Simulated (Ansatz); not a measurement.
**Zn started on a Ga site and Zn started on a Ga site in perovskite LaGaO3, 40 atoms, charge 0**

How does the host give way around this defect, and what happens to the levels at the gap? The levels of theory are PBEsol and HSE06.

Program: Ansatz 0.2.0, PAW, plane waves. These are calculated values, not measurements.

**1. Starting point**

40 atoms (8 La, 2 Zn, 6 Ga, 24 O); a = 7.729 Å, b = 7.729 Å, c = 7.729 Å, α = 90.00°, β = 90.00°, γ = 90.00°. All atoms were shaken off their sites by about 0.02 Å along each axis. Defect site 1: (0.250, 0.250, 0.250). Defect site 2: (0.750, 0.750, 0.750). Starting moments add up to 2 μB.

The runs, in order: (2) PBEsol relaxation at the single k point (¼, ¼, ¼), on 7 threads of Arm Neoverse-V2; (3) HSE06 single point at the single k point (¼, ¼, ¼), on 7 threads of Arm Neoverse-V2.

**2. Relaxation of the positions (PBEsol)**

File in.yaml:

```yaml
crystal:
  lattice:
    - [7.729308, 0.000000, 0.000000]
    - [0.000000, 7.729308, 0.000000]
    - [0.000000, 0.000000, 7.729308]
  atoms:
    - { symbol: La, position: [0.001009, 0.997803, 0.999629] }
    - { symbol: La, position: [0.000730, 0.000487, 0.498220] }
    - { symbol: La, position: [0.998623, 0.503434, 0.003183] }
    - { symbol: La, position: [0.000652, 0.503896, 0.499766] }
    - { symbol: La, position: [0.500866, 0.999790, 0.999413] }
    - { symbol: La, position: [0.499252, 0.998614, 0.496895] }
    - { symbol: La, position: [0.501516, 0.495555, 0.998415] }
    - { symbol: La, position: [0.493413, 0.502887, 0.500208] }
    - { symbol: Zn, position: [0.248794, 0.252326, 0.248113], spin: 0.143 }
    - { symbol: Zn, position: [0.751579, 0.743542, 0.750949], spin: 0.143 }
    - { symbol: Ga, position: [0.247930, 0.255241, 0.755344] }
    - { symbol: Ga, position: [0.248898, 0.752553, 0.248766] }
    - { symbol: Ga, position: [0.251609, 0.744946, 0.747517] }
    - { symbol: Ga, position: [0.750687, 0.248144, 0.248914] }
    - { symbol: Ga, position: [0.750231, 0.249948, 0.749270] }
    - { symbol: Ga, position: [0.749831, 0.751367, 0.251059] }
    - { symbol: O, position: [0.247646, 0.249742, 0.003180], spin: 0.143 }
    - { symbol: O, position: [0.249489, 0.250425, 0.501257], spin: 0.143 }
    - { symbol: O, position: [0.248399, 0.749200, 0.001822] }
    - { symbol: O, position: [0.253177, 0.748271, 0.497294] }
    - { symbol: O, position: [0.752446, 0.245564, 0.003317] }
    - { symbol: O, position: [0.748053, 0.248480, 0.497995] }
    - { symbol: O, position: [0.748256, 0.749568, 0.000049], spin: 0.143 }
    - { symbol: O, position: [0.749733, 0.751172, 0.503779], spin: 0.143 }
    - { symbol: O, position: [0.001104, 0.249124, 0.252772], spin: 0.143 }
    - { symbol: O, position: [0.000935, 0.245665, 0.750382] }
    - { symbol: O, position: [0.000227, 0.749490, 0.245784] }
    - { symbol: O, position: [0.004508, 0.747377, 0.749723], spin: 0.143 }
    - { symbol: O, position: [0.502203, 0.254323, 0.248739], spin: 0.143 }
    - { symbol: O, position: [0.502125, 0.251898, 0.748003] }
    - { symbol: O, position: [0.505398, 0.749107, 0.251061] }
    - { symbol: O, position: [0.497452, 0.747401, 0.748183], spin: 0.143 }
    - { symbol: O, position: [0.246247, 0.001895, 0.248120], spin: 0.143 }
    - { symbol: O, position: [0.247824, 0.003699, 0.749417] }
    - { symbol: O, position: [0.248951, 0.505414, 0.249881], spin: 0.143 }
    - { symbol: O, position: [0.243762, 0.497261, 0.747225] }
    - { symbol: O, position: [0.751254, 0.998661, 0.248871] }
    - { symbol: O, position: [0.750654, 0.006256, 0.752045], spin: 0.143 }
    - { symbol: O, position: [0.748010, 0.502950, 0.251810] }
    - { symbol: O, position: [0.750343, 0.501824, 0.744037], spin: 0.143 }
  symmetry: { detect: false }
kpoints:
  mp_grid: { grid: [1, 1, 1], shift: [0.25, 0.25, 0.25] }
hamiltonian:
  xc: pbesol
magnetization:
  spin_polarized: true
scf:
  occupations: { method: fermi_dirac, width: 0.01 }
relax:
  f_tol: 0.03
  max_steps: 80
  escape_saddle: false
  adjacent_minimum: "off"
output:
  forces: true
  eigenvalues: true
  populations: true
```

Started as:

```
ansatz run in.yaml --threads 7 --pin off --max-ram 13300MiB --runs-dir r --events-out ev --progress --plain
```

After this run come: HSE06 single point.

Before running it: what results should come out? Wanted: for each run, top filled to lowest empty; moment.

As calculated:

| level | time | top filled to lowest empty (eV) | moment (μB) |
| --- | --- | --- | --- |
| PBEsol, relaxation | 3.4 min (7 CPU threads) | none | 2.00 |
| HSE06 | 7.4 min (7 CPU threads) | 0.64 | 2.00 |

```
            quantity                              value
          relaxation  13 recorded steps, 2.40 eV gained
       largest shift                       0.44 Å (O28)
largest local moment                      +0.22 μB on O
```

The relaxation lowers the energy by 2.40 eV; the largest shift is 0.44 Å (O28). PBEsol leaves levels partly filled (a spacing under the smearing width does that too), while HSE06 opens a spacing of 0.64 eV.
